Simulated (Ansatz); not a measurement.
# CH₄OSeSi: small, medium and large basis sets

One table from this session's results is given with a row withheld; the runs are named, their logs left out.

The runs use Ansatz 0.2.0, Gaussian basis; one geometry, several basis sets.

Plan: PBE0-D4/def2-SVP; ωB97M-V/def2-SVP; PBE0-D4/def2-QZVPP; ωB97M-V/def2-QZVPP; the functionals' def2-TZVPP values are taken from earlier runs.

### The relaxed structure

The geometry comes from an earlier relaxation with PBE0-D4 in a triple-zeta def2 set; it is a stationary point, not always the lowest conformer.

SMILES `OC1[SiH2][Se]1`, 8 atoms, charge 0, spin multiplicity 1.

Atoms are counted from 1 here; the program's logs count them from 0.

Bond lengths: O1–C2 1.372 Å, O1–H5 0.963 Å, C2–Si3 1.849 Å, C2–Se4 2.079 Å, C2–H6 1.088 Å, Si3–Se4 2.223 Å, Si3–H7 1.481 Å, Si3–H8 1.479 Å. Angles: C2–O1–H5 109.5°, O1–C2–Si3 119.1°, O1–C2–Se4 117.1°, O1–C2–H6 115.4°, Si3–C2–Se4 68.6°, Si3–C2–H6 119.9°, Se4–C2–H6 106.7°, C2–Si3–Se4 60.6°, C2–Si3–H7 118.9°, C2–Si3–H8 116.8°, Se4–Si3–H7 119.0°, Se4–Si3–H8 119.0°, H7–Si3–H8 113.0°, C2–Se4–Si3 50.8°.

The first run:

in.yaml

```yaml
crystal:
  periodic: [false, false, false]
  atoms:
    - {symbol: O, position_ang: [-0.156179, 1.037066, -1.299687]}
    - {symbol: C, position_ang: [-0.531590, 0.223358, -0.261126]}
    - {symbol: Si, position_ang: [0.735042, -0.868936, 0.527585]}
    - {symbol: Se, position_ang: [-0.068321, 0.866395, 1.660804]}
    - {symbol: H, position_ang: [-0.758736, 1.785738, -1.355222]}
    - {symbol: H, position_ang: [-1.580796, -0.066105, -0.250009]}
    - {symbol: H, position_ang: [0.344524, -2.237487, 0.937732]}
    - {symbol: H, position_ang: [2.108256, -0.797129, -0.015874]}
basis:
  gaussian: {orbitals: def2-SVP}
hamiltonian: {xc: pbe0, dispersion: d4}
output: {orbitals: {seedname: orbitals}}
```

Command:

```sh
> ansatz run in.yaml --threads 4 --pin off --events-out ev --progress --plain --max-ram 10444MiB
```

Among the steps run: PBE0-D4 in def2-SVP; ωB97M-V in def2-SVP; PBE0-D4 in def2-QZVPP; ωB97M-V in def2-QZVPP.

One of the session's tables, all rows but one given; the rest of the session is left out.

It belongs to the step «Density functionals: the series». 

| functional | basis | HOMO (eV) |
| --- | --- | --- |
| PBE0-D4 | def2-SVP | -6.58 |
| PBE0-D4 | def2-TZVPP | ? |
| PBE0-D4 | def2-QZVPP | -6.73 |
| ωB97M-V | def2-SVP | -8.69 |
| ωB97M-V | def2-TZVPP | -8.84 |
| ωB97M-V | def2-QZVPP | -8.87 |

Estimate the missing values for PBE0-D4, def2-TZVPP.

As computed: HOMO (eV): -6.71. In the column «HOMO (eV)» it lies between PBE0-D4, def2-QZVPP (-6.73) and PBE0-D4, def2-SVP (-6.58).
